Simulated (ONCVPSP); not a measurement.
# O: generating and testing an ONCV potential

Aim: build the potential from the settings below, then test how well it stands in for the atom: other configurations, scattering, ghost states and the plane-wave cutoff that it needs.

The numbers are computed with ONCVPSP 4.0.1 (PBE, scalar-relativistic, spin-unpolarised reference atom).

## Step 1: Settings

The settings as typed:

| Property | Result |
| --- | --- |
| element | oxygen (O, Z = 8) |
| type | optimised norm-conserving Vanderbilt (ONCV) |
| frozen core | [He] |
| valence charge | 6 |
| reference configuration | 2s2 2p4 |
| partial waves | 2s: rc 0.70 bohr, ncon 4, nbas 9, qcut 11.5 1/bohr, 1 projector; 2p: rc 1.15 bohr, ncon 4, nbas 8, qcut 10.8 1/bohr, 1 projector; d scattering state at 0.24 Ha: rc 1.05 bohr, ncon 3, nbas 6, qcut 10.5 1/bohr, 2 projectors, debl 1.5 Ha |
| local potential | polynomial inside 0.70 bohr (lpopt 5, dvloc0 0 Ha) |
| core correction | polynomial model core, fcfact 0.2 |

## Step 2: Generation

Input file O.dat:

```
# ATOM AND REFERENCE CONFIGURATION
# atsym  z   nc   nv     iexc    psfile
  O 8.00    1    2        4      upf
#
#   n    l    f
    1    0    2.00
    2    0    2.00
    2    1    4.00
#
# PSEUDOPOTENTIAL AND OPTIMIZATION
# lmax
    2
#
#   l,   rc,      ep,       ncon, nbas, qcut
    0    0.70    0.00    4    9   11.50
    1    1.15    0.00    4    8   10.80
    2    1.05    0.24    3    6   10.50
#
# LOCAL POTENTIAL
# lloc, lpopt,  rc(5),   dvloc0
    4    5    0.70    0.00
#
# VANDERBILT-KLEINMAN-BYLANDER PROJECTORs
# l, nproj, debl
    0    1    3.10
    1    1    3.00
    2    2    1.50
#
# MODEL CORE CHARGE
# icmod, fcfact, rcfact
    1    0.20    0.00
#
# LOG DERIVATIVE ANALYSIS
# epsh1, epsh2, depsh
   -2.00    5.00    0.02
#
# OUTPUT GRID
# rlmax, drl
    6.00    0.01
#
# TEST CONFIGURATIONS
# ncnf
    4
# nvcnf
#   n    l    f
    2
    2    0    2.00
    2    1    3.00
#
    2
    2    0    2.00
    2    1    2.00
#
    2
    2    0    2.00
    2    1    1.00
#
    2
    2    0    2.00
    2    1    3.50
#
```

On the command line:

```bash
oncvpsp.x < O.dat > O.out
```

**Question.** What will these runs give? Wanted: cutoffs for 1 and 0.1 mHa per electron, occupied waves; bound ghosts; GHOST(+) flags; largest test error; largest phase difference near zero energy, channels read; rms error of d²Exc/dn², without and with the model core.

**Answer**, as computed:

| quantity | value |
| --- | --- |
| cutoffs for 1 and 0.1 mHa per electron, occupied waves | 44 Ha and 55 Ha |
| bound ghosts | none found |
| GHOST(+) flags | none at low energy |
| largest test error (AE − PS) | +283 meV, for 2s2 2p1 |
| largest phase difference near zero energy, channels read | 0.003 rad |
| rms error of d²Exc/dn², without and with the model core | 1.82 and 1.57 mHa |

**Reading.** The worst unpolarised test, 2s2 2p1, is off by 283 meV on 103.9 eV; by total energies transferability rates as fair for so large an energy. That test lies far up in energy; among those under 40 eV, nearer to bonding, the largest error is 4.2 meV. It counts as hard, with 44 Ha needed at the looser tolerance. It is free of bound ghosts as far as tested. Near zero energy the phases of the channels with partial waves agree within 0.003 rad.
